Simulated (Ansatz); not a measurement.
**CH8O2Si2: a ladder of functionals and wavefunction methods**

An exercise on one series of results from a longer session: the logs are not shown, and one member is left open.

Program: Ansatz 0.2.0, Gaussian basis. Level of theory: functionals in def2-TZVPP, the program's frozen cores in correlated methods. These are calculated values, not measurements.

Plan: LDA (SPW92), PBE-D4, revPBE-D4, BLYP-D4, r2SCAN-D4, B97M-V, PBE0-D4, B3LYP-D4, r2SCANh-D4, r2SCAN0-D4, HSE06-D4, BHLYP-D4, CAM-B3LYP-D4, LC-ωPBE, ωB97X-V, ωB97M-V, B2PLYP, PBE-QIDH; CCSD(T)/def2-SVP; CCSD(T)/def2-TZVPP; MP2/def2-QZVPP; extrapolation to the limit; RPA on PBE.

### The geometry

An earlier PBE0-D4 in a triple-zeta def2 set relaxation fixed the geometry.

SMILES `OC[SiH2][SiH2]O`, 13 atoms, charge 0, spin multiplicity 1.

Atoms are counted from 1 here; the program's logs count them from 0.

Bond lengths: O1–C2 1.417 Å, O1–H6 0.961 Å, C2–Si3 1.893 Å, C2–H7 1.100 Å, C2–H8 1.100 Å, Si3–Si4 2.349 Å, Si3–H9 1.489 Å, Si3–H10 1.491 Å, Si4–O5 1.658 Å, Si4–H11 1.486 Å, Si4–H12 1.493 Å, O5–H13 0.958 Å. Angles: C2–O1–H6 108.7°, O1–C2–Si3 109.2°, O1–C2–H7 111.8°, O1–C2–H8 111.9°, Si3–C2–H7 108.5°, Si3–C2–H8 108.6°, H7–C2–H8 106.8°, C2–Si3–Si4 109.7°, C2–Si3–H9 110.2°, C2–Si3–H10 109.4°, Si4–Si3–H9 109.9°, Si4–Si3–H10 109.2°, H9–Si3–H10 108.4°, Si3–Si4–O5 111.8°, Si3–Si4–H11 111.1°, Si3–Si4–H12 109.4°, O5–Si4–H11 105.0°, O5–Si4–H12 111.2° and more.

Set-up of the first run:

in.yaml

```yaml
crystal:
  periodic: [false, false, false]
  atoms:
    - {symbol: O, position_ang: [1.170847, -0.213321, 2.540454]}
    - {symbol: C, position_ang: [0.160002, -0.300626, 1.550619]}
    - {symbol: Si, position_ang: [0.942330, -0.078419, -0.158418]}
    - {symbol: Si, position_ang: [-0.732074, -0.112270, -1.805431]}
    - {symbol: O, position_ang: [-1.802978, 1.139502, -1.620309]}
    - {symbol: H, position_ang: [0.767719, -0.333422, 3.404025]}
    - {symbol: H, position_ang: [-0.353416, -1.272807, 1.574720]}
    - {symbol: H, position_ang: [-0.612595, 0.470215, 1.684987]}
    - {symbol: H, position_ang: [1.930287, -1.162376, -0.417332]}
    - {symbol: H, position_ang: [1.655390, 1.229949, -0.211522]}
    - {symbol: H, position_ang: [-1.558349, -1.342909, -1.703922]}
    - {symbol: H, position_ang: [-0.098864, -0.086347, -3.157213]}
    - {symbol: H, position_ang: [-1.447799, 2.028129, -1.665857]}
basis:
  gaussian: {orbitals: def2-TZVPP}
hamiltonian: {xc: lda}
output: {orbitals: {seedname: orbitals}}
```

Among the steps run: LDA; PBE-D4 (GGA); revPBE-D4 (GGA); BLYP-D4 (GGA); r2SCAN-D4 (meta-GGA); B97M-V (meta-GGA); PBE0-D4 (hybrid); B3LYP-D4 (hybrid); r2SCANh-D4 (hybrid); r2SCAN0-D4 (hybrid); HSE06-D4 (hybrid); BHLYP-D4 (hybrid); CAM-B3LYP-D4 (range-separated); LC-ωPBE (range-separated); ωB97X-V (range-separated); ωB97M-V (range-separated); B2PLYP (double hybrid); PBE-QIDH (double hybrid).

One of the session's tables, all rows but one given; the rest of the session is left out.

It belongs to the step «Frontier levels by functional». 

```
  functional  HOMO (eV)  gap (eV)
 LDA (SPW92)      -6.51      5.08
      PBE-D4      -6.41      5.19
   revPBE-D4      -6.36      5.25
     BLYP-D4      -6.32      5.22
   r2SCAN-D4      -6.71      5.84
      B97M-V      -6.83      5.72
     PBE0-D4      -7.65      7.29
    B3LYP-D4      -7.47      6.88
  r2SCANh-D4          ?         ?
  r2SCAN0-D4      -7.83      7.67
    HSE06-D4      -7.26      6.52
    BHLYP-D4      -8.79      9.28
CAM-B3LYP-D4      -8.98      9.59
     LC-ωPBE     -10.26     12.06
     ωB97X-V      -9.95     11.59
     ωB97M-V      -9.74     11.05
```

Q: Estimate the row for r2SCANh-D4 from the others.

Worked estimate for «HOMO (eV)». Against the share of exact exchange, r2SCAN-D4 (0, -6.71), r2SCAN0-D4 (0.25, -7.83) give a slope of -4.48 per unit share; at 0.1 the line stands at -7.16.

**Answer.** HOMO (eV): -7.16; gap (eV): 6.58. In «HOMO (eV)» the line misses by 0.00.
